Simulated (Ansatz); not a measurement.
Cl2Sn, SMILES [Cl][Sn][Cl], a short molecular-dynamics run

With Ansatz 0.2.0 through its Python package.

The cells in order, each with its output:

```python
import ansatz
import numpy as np
```

```python
mol = (
    ansatz.Crystal.molecule()
    .atom("Cl", (1.1764, 1.3675, 0.7837))
    .atom("Sn", (-0.717, 0.45, -0.3406))
    .atom("Cl", (-0.4703, -1.8823, -0.4563))
)
```

```python
model = (
    mol.calculation()
    .basis(gaussian="def2-SVP")
    .functional("b3lyp", dispersion="d4")
)
symbols = [site.symbol for site in mol.cartesian_sites]
start = np.array([site.position_ang for site in mol.cartesian_sites], dtype=float)
summary = model.relax(force_tolerance=0.02).run(threads=1).report
end = np.array(summary["positions_ang"])
minimum = ansatz.Crystal.molecule()
for symbol, place in zip(symbols, end):
    minimum = minimum.atom(symbol, place.tolist())
```

```python
model = minimum.calculation()
model = model.basis(gaussian="def2-SVP")
model = model.functional("b3lyp", dispersion="d4")
model = model.md("nve", timestep=2.0, steps=30, temperature=300, initial_velocities="maxwell_boltzmann", seed=91)
frames = []
outcome = model.session().plan().execute(on_event=lambda e: frames.append(e["data"]) if e["event"] == "md_step" else None)
print("t (fs)   E_pot (eV)      E_kin (eV)   T (K)   d(0-1) (A)")
for f in frames[::2]:
    xyz = np.array(f["positions_ang"])
    print(f"{f['time_fs']:6.2f} {f['lagrangian_ev']:14.5f} {f['e_kin_ev']:10.5f} {f['temperature_k']:8.1f} {np.linalg.norm(xyz[0] - xyz[1]):9.4f}")
kept = np.array([f["conserved_ev"] for f in frames])
print(f"conserved energy moves by at most {1000 * np.ptp(kept):.3f} meV")
```

    t (fs)   E_pot (eV)      E_kin (eV)   T (K)   d(0-1) (A)
      0.00   -30874.72654    0.03878    300.0    2.4072
      4.00   -30874.72551    0.03775    292.1    2.4022
      8.00   -30874.72252    0.03477    269.0    2.3977
     12.00   -30874.71825    0.03052    236.1    2.3937
     16.00   -30874.71358    0.02586    200.1    2.3905
     20.00   -30874.70936    0.02166    167.6    2.3884
     24.00   -30874.70627    0.01857    143.6    2.3874
     28.00   -30874.70464    0.01694    131.1    2.3876
     32.00   -30874.70447    0.01676    129.7    2.3889
     36.00   -30874.70537    0.01765    136.6    2.3911
     40.00   -30874.70669    0.01896    146.7    2.3942
     44.00   -30874.70766    0.01992    154.1    2.3979
     48.00   -30874.70755    0.01981    153.2    2.4020
     52.00   -30874.70590    0.01815    140.4    2.4062
     56.00   -30874.70264    0.01490    115.3    2.4103
     60.00   -30874.69825    0.01052     81.4    2.4139
    conserved energy moves by at most 0.061 meV

What to keep in mind:
- Total energies depend on the basis set; only differences at equal settings carry meaning.
- The trajectory is only some femtoseconds long, so its temperature is not equilibrated; where the script doesn't relax first, it starts from a rough generated geometry.
- def2 sets replace the cores of elements past krypton by effective core potentials.
- b3lyp holds the VWN-RPA fit, as in Gaussian; the form of ORCA and Turbomole is b3lyp5.
- The temperature counts the internal degrees of freedom alone.
- Finished in 75 s on 1 thread of Arm Neoverse V1, with other jobs on the host, peak memory 0.19 GiB.
